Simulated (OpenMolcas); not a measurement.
**C2H5BClF (SMILES BC(F)CCl) at 6 levels**

We compute a comparison of 6 runs (HF/STO-3G, HF/def2-SVP, B3LYP/6-31G*, B2PLYP/def2-SVP, PBE0/def2-SVP, revPBE/def2-SVP) of C2H5BClF. 

The results are computed with OpenMolcas 26.06.

1 further run of the same task is left out (set aside as unsound or not needed).

### Step 1. The structure to begin with

C2H5BClF has 10 atoms, charge 0, and is taken as a singlet. As SMILES, `BC(F)CCl`. One bond was lengthened or shortened from a relaxed shape.

Bond lengths: B1–C2 1.558 Å, C2–F3 1.386 Å, C2–C4 1.509 Å, C4–Cl5 1.782 Å, B1–H6 1.192 Å, B1–H7 1.195 Å, C2–H8 1.276 Å, C4–H9 1.090 Å, C4–H10 1.089 Å. Some angles: B1–C2–F3 113.9°, B1–C2–C4 115.3°, F3–C2–C4 109.7°, C2–C4–Cl5 112.6°, B1–C2–H8 102.6°, F3–C2–H8 107.0°, C4–C2–H8 107.5°, C2–B1–H6 120.8°, C2–B1–H7 118.2°, C2–C4–H9 110.7°.

### Step 2. A single-point energy at HF/STO-3G (run 1)

Contents of run.inp:

```
&GATEWAY
BasLib
$CurrDir
BasisSet
B.STO-3G....
B1 -1.391646 -0.629284 -0.162451 angstrom
End of Basis
BasisSet
C.STO-3G....
C2 0.096454 -0.414384 0.245249 angstrom
C4 0.572854 1.017316 0.218749 angstrom
End of Basis
BasisSet
F.STO-3G....
F3 0.437854 -0.997884 1.454749 angstrom
End of Basis
BasisSet
Cl.STO-3G....
Cl5 2.346254 1.150216 0.325049 angstrom
End of Basis
BasisSet
H.STO-3G....
H6 -2.092746 -1.368384 0.455649 angstrom
H7 -1.789846 -0.089884 -1.151851 angstrom
H8 0.728500 -1.046200 -0.665100 angstrom
H9 0.166054 1.574216 1.062449 angstrom
H10 0.267354 1.495216 -0.710951 angstrom
End of Basis
&SEWARD
&SCF
Thresholds
1e-10 1e-07 1e-07 1e-05
PrOrbitals
0
```

The basis set STO-3G is read from a file made from the Basis Set Exchange's data (not shown).

Run with:

```
$ export MOLCAS_MEM=1860
$ pymolcas run.inp > run.log
```

Log:

```text
--- Start Module: gateway ---
[...]
--- Stop Module: gateway /rc=_RC_ALL_IS_WELL_ ---
--- Start Module: seward ---
[...]
      Basis functions           34
--- Stop Module: seward /rc=_RC_ALL_IS_WELL_ ---
--- Start Module: scf ---
[...]
       Convergence after  11 Iterations
[...]
::    Total SCF energy                               -654.6674106580
[...]
      Total spin, S                                     0.0000000000
[...]
      Total electronic charge=   48.000000
      Total            charge=   -0.000000
[...]
      Dipole Moment (debye):
      Origin of the operator (angstrom)=    0.8545    0.2355    0.4442
                   X= -2.4945E+00               Y=  1.9196E-01               Z= -1.1434E+00           Total=  2.7508E+00
      Quadrupole Moment (debye*angstrom):
[...]
--- Stop Module: scf /rc=_RC_ALL_IS_WELL_ ---
[...]
```

Wall time 1.2 s (1 thread of Intel Xeon 6975P-C (Granite Rapids), shared host); peak memory 0.37 GiB.

### Step 3. A single-point energy at HF/def2-SVP (run 2)

Contents of calc.inp:

```
&GATEWAY
  BasLib = $CurrDir
  Coord
  10
  angstrom
  B       -1.391646      -0.629284      -0.162451
  C        0.096454      -0.414384       0.245249
  F        0.437854      -0.997884       1.454749
  C        0.572854       1.017316       0.218749
  Cl       2.346254       1.150216       0.325049
  H       -2.092746      -1.368384       0.455649
  H       -1.789846      -0.089884      -1.151851
  H        0.728500      -1.046200      -0.665100
  H        0.166054       1.574216       1.062449
  H        0.267354       1.495216      -0.710951
  Basis = def2-SVP
  Group = NoSym

&SEWARD

&SCF
  Thresholds = 1e-10 1e-07 1e-07 1e-05
  PrOrbitals = 1 1
```

The basis set def2-SVP is read from a file made from the Basis Set Exchange's data (not shown).

Run with:

```
$ export MOLCAS_MEM=1860
$ pymolcas calc.inp > calc.log
```

Log:

```text
--- Start Module: gateway ---
[...]
--- Stop Module: gateway /rc=_RC_ALL_IS_WELL_ ---
--- Start Module: seward ---
[...]
      Basis functions           99
--- Stop Module: seward /rc=_RC_ALL_IS_WELL_ ---
[...]
--- Start Module: scf ---
[...]
       Convergence after  15 Iterations
[...]
::    Total SCF energy                               -661.9192311740
[...]
      Total spin, S                                     0.0000000000
[...]
      Total electronic charge=   48.000000
      Total            charge=   -0.000000
[...]
      Dipole Moment (debye):
      Origin of the operator (angstrom)=    0.8545    0.2355    0.4442
                   X= -2.2994E+00               Y=  7.5327E-01               Z= -1.7137E+00           Total=  2.9650E+00
      Quadrupole Moment (debye*angstrom):
[...]
--- Stop Module: scf /rc=_RC_ALL_IS_WELL_ ---
[...]
```

Wall time 8.1 s (1 thread of Intel Xeon 6975P-C (Granite Rapids), shared host); peak memory 0.55 GiB.

Runs 3 to 4 aren't shown in full; the table further down has their settings and results.

### Step 4. A single-point energy at PBE0/def2-SVP (run 5)

Contents of test.input:

```
&GATEWAY
 BasLib = $CurrDir
 Coord
 10
 angstrom
 B       -1.391646      -0.629284      -0.162451
 C        0.096454      -0.414384       0.245249
 F        0.437854      -0.997884       1.454749
 C        0.572854       1.017316       0.218749
 Cl       2.346254       1.150216       0.325049
 H       -2.092746      -1.368384       0.455649
 H       -1.789846      -0.089884      -1.151851
 H        0.728500      -1.046200      -0.665100
 H        0.166054       1.574216       1.062449
 H        0.267354       1.495216      -0.710951
 Basis = def2-SVP
 Group = NoSym

&SEWARD
 GridInput
 Grid=UltraFine
 End of Grid

&SCF
 KSDFT = PBE0
 Thresholds = 1e-10 1e-07 1e-07 1e-05
 PrOrbitals = 1 2
```

The basis set def2-SVP is read from a file made from the Basis Set Exchange's data (not shown).

Run with:

```
$ export MOLCAS_MEM=1860
$ pymolcas test.input > test.log
```

Log:

```text
--- Start Module: gateway ---
[...]
--- Stop Module: gateway /rc=_RC_ALL_IS_WELL_ ---
--- Start Module: seward ---
[...]
      Basis functions           99
--- Stop Module: seward /rc=_RC_ALL_IS_WELL_ ---
[...]
--- Start Module: scf ---
[...]
       Convergence after  14 Iterations
[...]
::    Total KS-DFT energy                            -663.3846347890
[...]
      Total spin, S                                     0.0000000000
[...]
      Total electronic charge=   48.000000
      Total            charge=   -0.000000
[...]
      Dipole Moment (debye):
      Origin of the operator (angstrom)=    0.8545    0.2355    0.4442
                   X= -1.8348E+00               Y=  6.2812E-01               Z= -1.4315E+00           Total=  2.4104E+00
      Quadrupole Moment (debye*angstrom):
[...]
--- Stop Module: scf /rc=_RC_ALL_IS_WELL_ ---
[...]
```

Run time: 25 s. Hardware: 1 thread of Intel Xeon 6975P-C (Granite Rapids), shared host; peak memory 0.55 GiB.

### Step 5. A single-point energy at revPBE/def2-SVP (run 6)

Contents of mol.input:

```
&GATEWAY
 BasLib=$CurrDir
 Coord
 10
 angstrom
 B       -1.391646      -0.629284      -0.162451
 C        0.096454      -0.414384       0.245249
 F        0.437854      -0.997884       1.454749
 C        0.572854       1.017316       0.218749
 Cl       2.346254       1.150216       0.325049
 H       -2.092746      -1.368384       0.455649
 H       -1.789846      -0.089884      -1.151851
 H        0.728500      -1.046200      -0.665100
 H        0.166054       1.574216       1.062449
 H        0.267354       1.495216      -0.710951
 Basis=def2-SVP
 Group=NoSym

&SEWARD
 GridInput
 Grid=UltraFine
 End of Grid

&SCF
 KSDFT=revPBE
 Thresholds=1e-10 1e-07 1e-07 1e-05
 PrOrbitals=1
```

The basis set def2-SVP is read from a file made from the Basis Set Exchange's data (not shown).

Run with:

```
$ export MOLCAS_MEM=1860
$ pymolcas mol.input > mol.log
```

Log:

```text
--- Start Module: gateway ---
[...]
--- Stop Module: gateway /rc=_RC_ALL_IS_WELL_ ---
--- Start Module: seward ---
[...]
      Basis functions           99
--- Stop Module: seward /rc=_RC_ALL_IS_WELL_ ---
[...]
--- Start Module: scf ---
[...]
       Convergence after  17 Iterations
[...]
::    Total KS-DFT energy                            -663.6114244905
[...]
      Total spin, S                                     0.0000000000
[...]
      Total electronic charge=   48.000000
      Total            charge=   -0.000000
[...]
      Dipole Moment (debye):
      Origin of the operator (angstrom)=    0.8545    0.2355    0.4442
                   X= -1.6194E+00               Y=  5.8344E-01               Z= -1.2447E+00           Total=  2.1242E+00
      Quadrupole Moment (debye*angstrom):
[...]
--- Stop Module: scf /rc=_RC_ALL_IS_WELL_ ---
[...]
```

It took 28 s on 1 thread of Intel Xeon 6975P-C (Granite Rapids), shared host; peak memory 0.55 GiB.

### Step 6. Overview of the runs

```tsv
run	level	integration grid	frozen core orbitals	energy (Eh)	dipole moment (D)	HOMO energy (eV)	LUMO energy (eV)	wall time
1	HF/STO-3G	–	–	-654.667411	2.75	-10.03	5.85	1.2 s
2	HF/def2-SVP	–	–	-661.919231	2.97	-11.81	1.59	8.1 s
3	B3LYP/6-31G* (spherical functions)	UltraFine	–	-664.058280	2.48	-8.10	-2.05	19 s
4	B2PLYP/def2-SVP	UltraFine	9	-663.413253	2.61	-9.59	-0.65	25 s
5	PBE0/def2-SVP	UltraFine	–	-663.384635	2.41	-8.35	-2.05	25 s
6	revPBE/def2-SVP	UltraFine	–	-663.611424	2.12	-6.81	-2.92	28 s
```

### Step 7. Summary of results

| quantity | value |
| --- | --- |
| run 6: total energy | -663.61142 Eh |
| run 6: dipole moment | 2.12 D |
| run 6: HOMO energy | -6.81 eV |
| run 6: LUMO energy | -2.92 eV |
| run 6: HOMO–LUMO gap | 3.89 eV |

The dipole moment (its size) runs from 2.12 D (revPBE/def2-SVP) to 2.97 D (HF/def2-SVP). The HOMO–LUMO gap runs from 3.89 eV (revPBE/def2-SVP) to 15.88 eV (HF/STO-3G). The two ends differ in method and basis. For B2PLYP the log adds the whole second-order term; the table takes 0.27 of it, as the functional is defined. Totals of different functionals can't be ranked against each other. In run 1 the basis is minimal, so the values are rough. All runs together took 1.8 min, the longest 28 s.
